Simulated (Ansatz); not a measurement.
# Pt: the cost of one run

Computed with Ansatz 0.2.0 (DFT PBE, scalar-relativistic, plane waves, PAW, unless a step's input says otherwise).

2 further runs of the same task are left out: 2 set aside as unsound or not needed.

## 1. The system as given

The structure is cubic, space group Fm-3m (No. 225). The conventional cell has a = 3.970 Å, b = 3.970 Å, c = 3.970 Å, α = 90.00°, β = 90.00°, γ = 90.00°. Pt (site symmetry m-3m) is surrounded by 12 Pt at 2.81 Å.

Structure file:

```xyz
1
Lattice="0.0000 1.9851 1.9851 1.9851 0.0000 1.9851 1.9851 1.9851 0.0000" Properties=species:S:1:pos:R:3 pbc="T T T"
Pt    0.0000    0.0000    0.0000
```

This cell was relaxed beforehand with the same method: volume 15.64 Å³/atom, gap on the mesh none (metal).

## 2. The bulk in the cell of the plane

The input, input.yaml:

```yaml
crystal:
  lattice:
    - [2.8072945026, 0.0, 0.0]
    - [0.0, 3.9701139592, 0.0]
    - [1.4036472513, 1.9850569796, 1.4036472513]
  atoms:
    - { symbol: Pt, position: [0.0, 0.0, 0.0] }
basis:
  ecutwfc: 420
kpoints:
  mp_grid: { grid: [12, 9, 24] }
hamiltonian:
  xc: pbe
scf:
  occupations: { method: gaussian, width: 0.1 }
output:
  forces: true
  stress: true
  eigenvalues: true
```

The run is started by

```console
> ansatz run input.yaml --threads 1 --pin off --max-ram 2560MiB --backend cpu --events-out ev --progress --plain --runs-dir out
```

**Question.** How long does this run take on 1 thread of Intel Xeon at 2.70GHz, shared host, and how much memory does it need?

About 12 s, with a peak of 0.43 GiB.
